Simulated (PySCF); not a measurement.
# TiH₂: relaxation and vibrations of the singlet

Aim: relax TiH₂ as a singlet from a bent start, check by its vibrations whether the end is a minimum, and collect its spectrum and constants.

Computed with PySCF 2.14.0. Level: B3LYP, basis Ti def2-TZVP, H def2-TZVP, no relativity, density fitting.

## Step 1: Starting geometry

3 atoms, charge 0, spin multiplicity 1.

Bond lengths: Ti1–H2 1.680 Å, Ti1–H3 1.680 Å. Angles: H2–Ti1–H3 110.0°.

Z-matrix (Å, degrees; charge 0 multiplicity 1):
```
Ti
H  1 1.6800
H  1 1.6800 2 110.00
```

## Step 2: Finding the electronic state

The steps below are one call of a driver around PySCF. For each, scf.py gives the equivalent set-up of the SCF; relaxations use the driver's own optimiser. After this first run the driver tries any further starts and a stability analysis.

Contents of scf.py:

```python
from pyscf import gto, scf, dft
mol = gto.M(atom='''
Ti     0.000000     0.000000     0.000000
H      1.376200     0.000000     0.963600
H     -1.376200     0.000000     0.963600''',
    basis={'Ti': 'def2-TZVP', 'H': 'def2-TZVP'},
    charge=0, spin=0)
mf = dft.RKS(mol, xc='B3LYP')
mf.grids.atom_grid = (50, 194)
aux = {'Ti': 'def2-universal-JKFIT', 'H': 'def2-universal-JKFIT'}
mf = mf.density_fit(auxbasis=aux)
mf.conv_tol = 1e-08
mf.diis_space = 10
mf.max_cycle = 60
mf.init_guess = 'minao'
mf.verbose = 4
mf.kernel()
```

Launch:

```sh
OMP_NUM_THREADS=2 python axn.py task.json out
```

The runs that follow: Relaxing the singlet from the bent start; Frequencies; A spin-polarised start; Is it a minimum? Harmonic modes.

Before running it: what results should come out? Wanted: minimum; geometry; wavenumbers; dipole moment; highest occupied, lowest empty level; polar-tensor charge of Ti1; zero-point energy; atomisation energy; ⟨S²⟩.

The runs gave:

| quantity | value |
| --- | --- |
| minimum | broken-symmetry (Ms = 0), C2v |
| geometry | Ti–H 1.748 Å (×2); H–Ti–H 120.6° |
| wavenumbers (cm⁻¹) | 585, 1609, 1609 |
| dipole moment | 3.20 D |
| highest occupied, lowest empty level (either spin) | -5.36, -1.96 eV |
| polar-tensor charge of Ti1 | +0.88 e |
| zero-point energy | 22.7 kJ/mol |
| entropy at 298.15 K | 217.9 J/(mol K) |
| atomisation energy (no zero-point energy) | 492 kJ/mol |
| ⟨S²⟩ | 0.999 |

**Reading.** The bent start keeps its C2v symmetry and ends in a minimum. The determinant is spin-contaminated (⟨S²⟩ = 1.00 against 0.00), so it is no pure spin state. In the infrared the band at 1609 cm⁻¹ (stretch) leads. Only this shape and spin were tried, so other structures or states may lie lower. The SCF density has lower symmetry than the nuclear frame.
